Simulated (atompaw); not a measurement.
# Iron: generating and testing a PAW (atompaw) potential

Do these settings give a usable potential? It is generated, then checked for scattering, ghosts and hardness.

The numbers are computed with atompaw 4.2.0.5 (PBE, scalar-relativistic, spin-unpolarised reference atom).

4 further runs of the same task are left out: 1 that didn't finish, 3 set aside as unsound or not needed.

## 1. The design

The settings as typed:

- element: iron (Fe, Z = 26)
- type: PAW
- frozen core: [Ne]
- valence charge: 16
- reference configuration: 3s2 3p6 3d6 4s2 4p0
- partial waves: 3s (bound); 4s (bound); 3p (bound); 4p (bound, empty); 3d (bound); 3d channel at 0.8 Ry
- local potential: vpsmatchnc scheme with l = 3 at -0.5 Ry, radius 1.60 bohr
- core correction: smooth core density matched at 1.15 bohr
- augmentation charge: sinc compensation charge, radius 1.50 bohr; PAW radius 1.90 bohr; waves and projectors: bloechl

The outer shells as boxes (Hund's rule for the drawing; the calculation is spin-unpolarised):

```
[Ne] core
3s [↑↓]
3p [↑↓][↑↓][↑↓]
3d [↑↓][↑ ][↑ ][↑ ][↑ ]
4s [↑↓]
4p [  ][  ][  ]
```

An earlier all-electron run gives the scale for the radii.

All-electron outer shells of the reference configuration (PBE, scalar-relativistic, ld1.x):

```json
{"shell": "2s", "level (eV)": "-819.73", "outermost node (bohr)": "0.08", "outermost maximum (bohr)": "0.22"}
{"shell": "2p", "level (eV)": "-698.45", "outermost node (bohr)": "–", "outermost maximum (bohr)": "0.18"}
{"shell": "3s", "level (eV)": "-94.02", "outermost node (bohr)": "0.33", "outermost maximum (bohr)": "0.70"}
{"shell": "3p", "level (eV)": "-60.04", "outermost node (bohr)": "0.30", "outermost maximum (bohr)": "0.72"}
{"shell": "3d", "level (eV)": "-7.50", "outermost node (bohr)": "–", "outermost maximum (bohr)": "0.71"}
{"shell": "4s", "level (eV)": "-5.29", "outermost node (bohr)": "1.00", "outermost maximum (bohr)": "2.41"}
{"shell": "4p", "level (eV)": "-1.33", "outermost node (bohr)": "1.10", "outermost maximum (bohr)": "3.33"}
```

## 2. Generating the potential

The input, Fe.input:

```
Fe 26
GGA-PBE scalarrelativistic loggrid 1500 logderivrange -9 5 351
4 4 3 0 0 0
4 1 0
3 2 6
0 0 0
c
c
v
v
c
v
v
v
2
1.90 1.50 1.60 1.15
n
n
y
0.8
n
bloechl sinc
3 -0.5 vpsmatchnc
PWSCFOUT
UPFDX 0.0125d0 UPFXMIN -7.d0 UPFZMESH 26.d0
END
```

Started as:

```
$ atompaw < Fe.input > Fe.log
```

**Question.** What will these runs give? Wanted: cutoffs for 10 and 1 mRy, occupied levels; bound ghosts; largest phase difference near zero energy, channels read; lowest eigenvalue of the overlap; share of valence orbitals outside the PAW sphere; UPF file.

As calculated:

| quantity | value |
| --- | --- |
| cutoffs for 10 and 1 mRy, occupied levels | 110 Ry and 140 Ry |
| bound ghosts | none found |
| largest phase difference near zero energy, channels read | 0.014 rad |
| lowest eigenvalue of the overlap (Bessel basis) | 0.298 (s) |
| share of valence orbitals outside the PAW sphere | 3s 0 %, 4s 84 %, 3p 1 %, 4p 95 %, 3d 12 % |
| UPF file | written |

**Reading.** It counts as hard, with 110 Ry needed at the looser tolerance. It is free of bound ghosts as far as tested. Near zero energy the phases of the channels with partial waves agree within 0.014 rad.
